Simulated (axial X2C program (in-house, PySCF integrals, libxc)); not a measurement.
# RhP⁺: EOM-EA-CCSD levels

Wanted for RhP⁺: EOM-EA-CCSD levels, at the two-component level.

Computed with an in-house X2C program for linear molecules on PySCF integrals. Level: two-component X2C with atomic mean-field terms, Rh dyall-acv3z, P dyall-av3z.

All values are calculated.

## 1. The job

Contents of task.json:

```json
{
 "zs": [
  45,
  15
 ],
 "q": 1,
 "bas": [
  "dyall-acv3z",
  "dyall-av3z"
 ],
 "r0": 2.12,
 "eom": "ea",
 "thr": -2.0,
 "nmax": 92,
 "grid": [
  1,
  0.96,
  1.045,
  0.92,
  1.09,
  1.15
 ]
}
```

Keys: zs atomic numbers; q charge; bas basis sets; r0 starting distance in Å; eom kind of EOM run; thr threshold in hartree for freezing inner shells (an s shell follows its p shell); nmax most natural virtual spinors; grid distances as factors.

On the command line:

```console
> python soeom.py task.json out
```

Nuclei are Gaussian, cores are contracted, and the Gaunt term is on.

## 2. EOM-EA-CCSD at 1.963 Å

Reference: the closed shell RhP²⁺; 12 electrons correlated, 92 virtual spinors; roots sought by Ω: 1/2: 5, 3/2: 4, 5/2: 2, 7/2: 1.

Output:

```text
two-component X2C + atomic mean field  HF
basis functions 221  fitting functions 1056  grid points 5078
iter        total energy     max residual
   1      -5119.896830405     4.60e-01
   2      -5119.923714056     1.24e-02
   3      -5119.924318297     4.30e-02
   4      -5119.926691957     2.46e-02
   5      -5119.927816714     5.06e-03
   6      -5119.929393524     2.15e-02
   7      -5119.929730619     1.13e-02
   8      -5119.929823788     9.16e-04
   9      -5119.929854871     3.11e-03
  10      -5119.929932670     7.04e-03
  11      -5119.929997735     5.70e-03
  12      -5119.930021105     1.90e-03
  13      -5119.930024152     9.15e-05
  14      -5119.930024379     9.64e-05
  15      -5119.930024431     6.81e-05
  16      -5119.930024477     3.02e-05
  17      -5119.930024507     4.35e-05
  18      -5119.930024521     3.55e-05
  19      -5119.930024525     1.01e-05
  20      -5119.930024525     2.10e-06
  21      -5119.930024525     2.39e-06
  22      -5119.930024525     1.19e-06
converged
one-electron -7393.09360297  Coulomb 2253.36205137  exact exchange -159.69083947  xc functional 0.00000000  nuclear repulsion 181.96363595  atomic mean-field constant -2.47126941
correlated 12  virtual 302  natural virtual 92  E(MP2) -0.507247091  MP2 remainder -0.061795765
iter   CCSD correlation   residual
   1     -0.362129353   4.06e-01
   2     -0.400091889   2.63e-01
   3     -0.408872221   7.40e-02
   4     -0.413054469   4.68e-02
   5     -0.415376661   2.22e-02
   6     -0.415689081   8.37e-03
   7     -0.415705827   3.84e-03
   8     -0.415829023   1.54e-03
   9     -0.415841849   6.48e-04
  10     -0.415829077   3.37e-04
  11     -0.415843049   2.00e-04
  12     -0.415838837   1.02e-04
  13     -0.415840344   4.63e-05
  14     -0.415838863   2.59e-05
  15     -0.415838233   1.20e-05
  16     -0.415838012   6.86e-06
  17     -0.415837819   4.68e-06
  18     -0.415837747   3.12e-06
  19     -0.415837787   2.21e-06
  20     -0.415837774   1.44e-06
(T) -0.028132850  T1 0.1092  D1 0.1998  max T2 0.085
EOM-EA-CCSD roots
2*Omega      energy/Eh   energy/eV  one-particle weight
    1      -0.53035027    -14.4316      0.946
    1      -0.51442584    -13.9982      0.948
    1      -0.39402177    -10.7219      0.941
    1      -0.36833773    -10.0230      0.001
    1      -0.36336777     -9.8877      0.002
    3      -0.51174335    -13.9252      0.948
    3      -0.37919564    -10.3184      0.000
    3      -0.37197800    -10.1220      0.000
    3      -0.36503745     -9.9332      0.000
    5      -0.38875049    -10.5784      0.000
    5      -0.37465289    -10.1948      0.000
    7      -0.37169090    -10.1142      0.000
```

T1 in the output is the amplitude norm over the root of the electron number; divide by √2 for the Lee–Taylor value.

| Ω | binding energy (eV) | above lowest (cm⁻¹) | spinor | weight |
| --- | --- | --- | --- | --- |
| 1/2 | 14.432 | 0 | 33% Rh dσ, 31% P pσ, 23% Rh sσ | 0.95 |
| 1/2 | 13.998 | 3500 | 55% P pπ, 22% Rh dπ, 8% Rh pπ | 0.95 |
| 3/2 | 13.925 | 4080 | 61% P pπ, 21% Rh dπ, 9% Rh pπ | 0.95 |
| 1/2 | 10.722 | 29920 | 39% Rh pσ, 31% Rh sσ, 11% P pσ | 0.94 |

Wall time 24 s (1 thread of Arm Neoverse V1, shared host); peak memory 0.73 GiB.

## 3. EOM-EA-CCSD at 1.885 Å

| Ω | binding energy (eV) | above lowest (cm⁻¹) | spinor | weight |
| --- | --- | --- | --- | --- |
| 1/2 | 14.441 | 0 | 38% P pσ, 27% Rh dσ, 26% Rh sσ | 0.95 |
| 1/2 | 13.897 | 4390 | 55% P pπ, 23% Rh dπ, 10% Rh pπ | 0.95 |
| 3/2 | 13.813 | 5070 | 55% P pπ, 25% Rh dπ, 10% Rh pπ | 0.95 |
| 1/2 | 10.619 | 30830 | 40% Rh pσ, 29% Rh sσ, 12% P pσ | 0.95 |

Run time: 24 s. Hardware: 1 thread of Arm Neoverse V1, shared host; peak memory 0.78 GiB.

## 4. EOM-EA-CCSD at 2.051 Å

| Ω | binding energy (eV) | above lowest (cm⁻¹) | spinor | weight |
| --- | --- | --- | --- | --- |
| 1/2 | 14.442 | 0 | 33% Rh dσ, 25% P pσ, 18% Rh sσ | 0.94 |
| 1/2 | 14.097 | 2780 | 48% P pπ, 22% Rh dπ, 13% Rh dσ | 0.94 |
| 3/2 | 14.054 | 3130 | 67% P pπ, 17% Rh dπ, 8% Rh pπ | 0.94 |
| 1/2 | 10.832 | 29110 | 37% Rh pσ, 34% Rh sσ, 10% P pσ | 0.93 |

Run time: 27 s. Hardware: 1 thread of Arm Neoverse V1, shared host; peak memory 0.79 GiB.

## 5. EOM-EA-CCSD at 1.806 Å

| Ω | binding energy (eV) | above lowest (cm⁻¹) | spinor | weight |
| --- | --- | --- | --- | --- |
| 1/2 | 14.451 | 0 | 44% P pσ, 28% Rh sσ, 21% Rh dσ | 0.95 |
| 1/2 | 13.792 | 5320 | 52% P pπ, 25% Rh dπ, 11% Rh pπ | 0.95 |
| 3/2 | 13.705 | 6020 | 52% P pπ, 26% Rh dπ, 11% Rh pπ | 0.95 |
| 1/2 | 10.503 | 31840 | 41% Rh pσ, 28% Rh sσ, 12% P pσ | 0.95 |

It took 20 s on 1 thread of Arm Neoverse V1, shared host; peak memory 0.8 GiB.

## 6. EOM-EA-CCSD at 2.140 Å

| Ω | binding energy (eV) | above lowest (cm⁻¹) | spinor | weight |
| --- | --- | --- | --- | --- |
| 1/2 | 14.477 | 0 | 32% P pπ, 25% Rh dσ, 21% P pσ | 0.93 |
| 3/2 | 14.178 | 2410 | 72% P pπ, 14% Rh dπ, 7% Rh pπ | 0.94 |
| 1/2 | 14.166 | 2510 | 33% P pπ, 28% Rh dσ, 24% Rh dπ | 0.93 |
| 1/2 | 10.927 | 28640 | 37% Rh sσ, 34% Rh pσ, 9% P pσ | 0.91 |

It took 26 s on 1 thread of Arm Neoverse V1, shared host; peak memory 0.82 GiB.

## 7. EOM-EA-CCSD at 2.257 Å

| Ω | binding energy (eV) | above lowest (cm⁻¹) | spinor | weight |
| --- | --- | --- | --- | --- |
| 1/2 | 14.558 | 0 | 50% P pπ, 19% P pσ, 12% Rh dσ | 0.92 |
| 3/2 | 14.329 | 1850 | 78% P pπ, 11% Rh dπ | 0.93 |
| 1/2 | 14.189 | 2980 | 45% Rh dσ, 27% Rh dπ, 13% P pπ | 0.89 |
| 1/2 | 11.017 | 28560 | 41% Rh sσ, 30% Rh pσ, 9% P pσ | 0.64 |

Wall time 28 s (1 thread of Arm Neoverse V1, shared host); peak memory 0.82 GiB.

## 8. Curves of the states

Energies in eV from the lowest point of the lowest state; states are followed by energy order within each Ω.

| R (Å) | (1)Ω=1/2 | (2)Ω=1/2 | (1)Ω=3/2 |
| --- | --- | --- | --- |
| 1.806 | 0.4835 | 1.1425 | 1.2294 |
| 1.885 | 0.1126 | 0.6568 | 0.7408 |
| 1.963 | 0.0000 | 0.4333 | 0.5063 |
| 2.051 | 0.0572 | 0.4017 | 0.4452 |
| 2.140 | 0.2380 | 0.5492 | 0.5374 |
| 2.257 | 0.5875 | 0.9565 | 0.8165 |

Constants where the minimum is well bracketed (masses 102.906 and 30.974 u):

| state | Te (cm⁻¹) | Re (Å) | ωe (cm⁻¹) |
| --- | --- | --- | --- |
| (1)Ω=1/2 | 0 | 1.974 | 520 |
| (2)Ω=1/2 | 3170 | 2.020 | 531 |
| (1)Ω=3/2 | 3600 | 2.037 | 480 |

## 9. Summary of results

| quantity | value |
| --- | --- |
| lowest root at 1.963 Å | Ω = 1/2, 14.432 eV |
| next root led by one particle | Ω = 1/2, about 3500 cm⁻¹ higher |
| T1 of the reference | 0.077 |
| lowest state, Re and ωe | 1.974 Å, 520 cm⁻¹ |

**Reading.** The added electron is bound by 14.43 eV in a spinor of 33% Rh dσ, 31% P pσ, 23% Rh sσ. Errors of 0.1 to 0.3 eV are usual at this size, and roots led by higher excitations are left out, so the list is incomplete, and low states of that kind can be missing. T1 or the largest double amplitude of the reference is raised, which lowers the reliability.
